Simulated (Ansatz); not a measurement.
The system is NiMoIrPdW.

```xyz
5
Lattice="-1.3700 1.3700 9.7165 1.3700 -1.3700 9.7165 1.3700 1.3700 -9.7165" Properties=species:S:1:pos:R:3 pbc="T T T"
Ni    0.0000    0.0000    3.8598
Mo    0.0000    0.0000   11.8389
Pd    0.0000    0.0000   15.4123
Ir    0.0000    0.0000    7.7623
W     0.0000    0.0000   19.3484
```

The cell was built by a generator and needn't be a form met in nature.

* Program: Ansatz 0.2.0
* Task: relaxation of cell and atoms
* Functional: LDA
* Potentials or basis: Ansatz PAW
* Cutoff: 420 eV (not typed: the program's choice for these potentials)
* k mesh: 10 × 10 × 10
* Occupations: fermi-dirac, width 0.05 eV
* Spin: collinear spin, ferromagnetic start
* Starting moments: [1.0, 1.0, 0.0, 0.6, 0.0] μB

At the start: volume 14.59 Å³/atom.

Where does the relaxation end?

It ends after 6 steps and the volume is 13.76 Å³/atom (-5.7 %); space group I4mm (No. 107, to 0.05 Å); moment 0.00 μB per cell.

Step by step:
| step | energy change (eV) | largest force (eV/Å) | volume (Å³) |
| --- | --- | --- | --- |
| 1 | 0.0000 | 0.2490 | 72.95 |
| 2 | -0.1939 | 0.1406 | 69.58 |
| 3 | -0.2028 | 0.0428 | 68.71 |
| 4 | -0.2030 | 0.0163 | 68.79 |
| 5 | -0.2031 | 0.0022 | 68.80 |
| 6 | -0.2019 | 0.0020 | 68.80 |

Final structure:
```xyz
5
Lattice="-1.3424 1.3424 9.5437 1.3424 -1.3424 9.5437 1.3424 1.3424 -9.5437" Properties=species:S:1:pos:R:3 pbc="T T T"
Ni    0.0000    0.0000    3.8033
Mo    0.0000    0.0000   11.6522
Pd    0.0000    0.0000   15.1269
Ir    0.0000    0.0000    7.5951
W     0.0000    0.0000   19.0087
```

Caveat: the plane-wave basis is chosen anew once the cell has moved, so the energies of steps on either side of that aren't comparable; the PAW data sets come from PBE, with cores solved anew for the run's functional, which leaves a small shift of forces and pressure; the starting moments weren't kept.
